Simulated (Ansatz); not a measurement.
C2H8GeOSi, SMILES C[C](=O)[GeH2][SiH3], a geometry optimisation

Computed with Ansatz 0.2.0 through its Python package.

Input file `c2h8geosi.xyz`:
```text
13

C     2.14120    0.46930    0.59460
C     1.09200   -0.50020    0.15270
O     1.15080   -1.66500    0.51180
Ge   -0.35670    0.06800   -0.97840
Si   -2.36000   -0.27750    0.12390
H     1.94020    1.48030    0.18310
H     2.14940    0.52920    1.70310
H     3.13620    0.12910    0.23930
H    -0.33910   -0.75540   -2.29120
H    -0.20850    1.57460   -1.31130
H    -2.50150   -1.70640    0.44010
H    -3.47270    0.15000   -0.73700
H    -2.37140    0.50410    1.36930
```

The cells in order, each with its output:

**Cell 1**
```python
import itertools

import ansatz as az
from ase.data import atomic_numbers, covalent_radii
import numpy as np
```

**Cell 2**
```python
molecule = az.Crystal.molecule_from_extxyz("c2h8geosi.xyz")

calc = molecule.calculation().basis(gaussian="def2-SVP").functional("r2scan")
symbols = [site.symbol for site in molecule.cartesian_sites]
start = np.array([site.position_ang for site in molecule.cartesian_sites], dtype=float)
def progress(event):
    if event["event"] == "relax_step":
        row = event["data"]
        print(f"step {row['step']:3d}  E = {row['lagrangian_ev']:.6f} eV  largest force component {row['allowed_force_max_ev_ang']:.4f} eV/A")
```

**Cell 3**
```python
data = calc.relax(force_tolerance=0.01, max_steps=100).session().plan().execute(on_event=progress).report
end = np.array(data["positions_ang"])
```
Output:
```text
step   1  E = -68630.659437 eV  largest force component 1.3013 eV/A
step   2  E = -68630.780638 eV  largest force component 0.7690 eV/A
step   3  E = -68630.792165 eV  largest force component 0.6447 eV/A
step   4  E = -68630.805435 eV  largest force component 0.4521 eV/A
step   5  E = -68630.805684 eV  largest force component 0.3070 eV/A
step   6  E = -68630.809024 eV  largest force component 0.0672 eV/A
step   7  E = -68630.810018 eV  largest force component 0.0599 eV/A
step   8  E = -68630.810956 eV  largest force component 0.2637 eV/A
step   9  E = -68630.813733 eV  largest force component 0.0833 eV/A
step  10  E = -68630.820095 eV  largest force component 0.1258 eV/A
step  11  E = -68630.808506 eV  largest force component 0.6447 eV/A
step  12  E = -68630.827177 eV  largest force component 0.0930 eV/A
step  13  E = -68630.828646 eV  largest force component 0.2901 eV/A
step  14  E = -68630.845695 eV  largest force component 0.1536 eV/A
step  15  E = -68630.853990 eV  largest force component 0.2704 eV/A
step  16  E = -68630.856232 eV  largest force component 0.2664 eV/A
step  17  E = -68630.862513 eV  largest force component 0.4321 eV/A
step  18  E = -68630.863855 eV  largest force component 0.1607 eV/A
step  19  E = -68630.863986 eV  largest force component 0.1386 eV/A
step  20  E = -68630.863643 eV  largest force component 0.1215 eV/A
step  21  E = -68630.864465 eV  largest force component 0.0122 eV/A
step  22  E = -68630.864687 eV  largest force component 0.0450 eV/A
step  23  E = -68630.864809 eV  largest force component 0.0749 eV/A
step  24  E = -68630.864902 eV  largest force component 0.0416 eV/A
step  25  E = -68630.864962 eV  largest force component 0.0176 eV/A
step  26  E = -68630.865019 eV  largest force component 0.0252 eV/A
step  27  E = -68630.865070 eV  largest force component 0.0282 eV/A
step  28  E = -68630.865117 eV  largest force component 0.0141 eV/A
step  29  E = -68630.865148 eV  largest force component 0.0125 eV/A
step  30  E = -68630.865197 eV  largest force component 0.0369 eV/A
step  31  E = -68630.865225 eV  largest force component 0.0431 eV/A
step  32  E = -68630.865255 eV  largest force component 0.0348 eV/A
step  33  E = -68630.865281 eV  largest force component 0.0212 eV/A
step  34  E = -68630.865290 eV  largest force component 0.0104 eV/A
step  35  E = -68630.865294 eV  largest force component 0.0056 eV/A
```

**Cell 4**
```python
print("reference energy %16.6f eV" % data["reference_energy_ev"])
print("total energy     %16.6f eV" % data["free_energy_ev"])
print("occupied orbitals outside the frozen core (up, down):", data["n_occupied"], " frozen:", data["n_frozen"], " virtual:", data["n_virtual"])
```
Output:
```text
reference energy    -68630.865306 eV
total energy        -68630.865306 eV
occupied orbitals outside the frozen core (up, down): [37, 37]  frozen: 0  virtual: [95, 95]
```

**Cell 5**
```python
radius = [covalent_radii[atomic_numbers[s]] for s in symbols]
span = lambda where, i, j: np.linalg.norm(where[i] - where[j])
bonded = [(i, j) for i, j in itertools.combinations(range(len(symbols)), 2) if min(span(start, i, j), span(end, i, j)) < 1.2 * (radius[i] + radius[j])]
print("pair        before    after (A)")
for i, j in bonded:
    print(f"{symbols[i]}{i}-{symbols[j]}{j}".ljust(10), f"{span(start, i, j):8.4f} {span(end, i, j):8.4f}")
```
Output:
```text
pair        before    after (A)
C0-C1        1.4953   1.5069
C0-H5        1.1099   1.1034
C0-H6        1.1101   1.1002
C0-H7        1.1100   1.1033
C1-O2        1.2203   1.2091
C1-Ge3       1.9238   2.0256
Ge3-Si4      2.3125   2.3786
Ge3-H8       1.5498   1.5356
Ge3-H9       1.5500   1.5431
Si4-H10      1.4703   1.4928
Si4-H11      1.4704   1.4944
Si4-H12      1.4704   1.4952
```

**Cell 6**
```python
charges = data["charge_distribution"]
dipole = np.array(charges["dipole_moment_e_ang"]) * 4.803205
print("dipole (D): {:.3f} {:.3f} {:.3f}, length {:.3f}".format(*dipole, np.linalg.norm(dipole)))
print("atom  Mulliken   Lowdin")
for symbol, m, l in zip(symbols, charges["mulliken_charges_e"], charges["lowdin_charges_e"]):
    print(f"{symbol:4s} {m:9.3f} {l:8.3f}")
```
Output:
```text
dipole (D): 0.393 2.221 -0.112, length 2.258
atom  Mulliken   Lowdin
C       -0.021   -0.013
C       -0.076   -0.170
O       -0.212    0.081
Ge       0.162    0.028
Si       0.193    0.260
H        0.068    0.031
H        0.063    0.016
H        0.072    0.032
H       -0.033   -0.033
H       -0.059   -0.046
H       -0.042   -0.057
H       -0.052   -0.064
H       -0.061   -0.066
```

Total energies depend on the basis set; only differences at equal settings carry meaning. The end point is the stationary point reached from this start; no frequency run checks that it is a minimum, and the basis set is modest. The Löwdin charges here are taken after orthogonalising the functions within each atom; they differ from plain Löwdin charges, and their signs can be unphysical. Timing: 7.4 min on 1 thread of Arm Neoverse V1, on a shared host, peak memory 0.28 GiB.
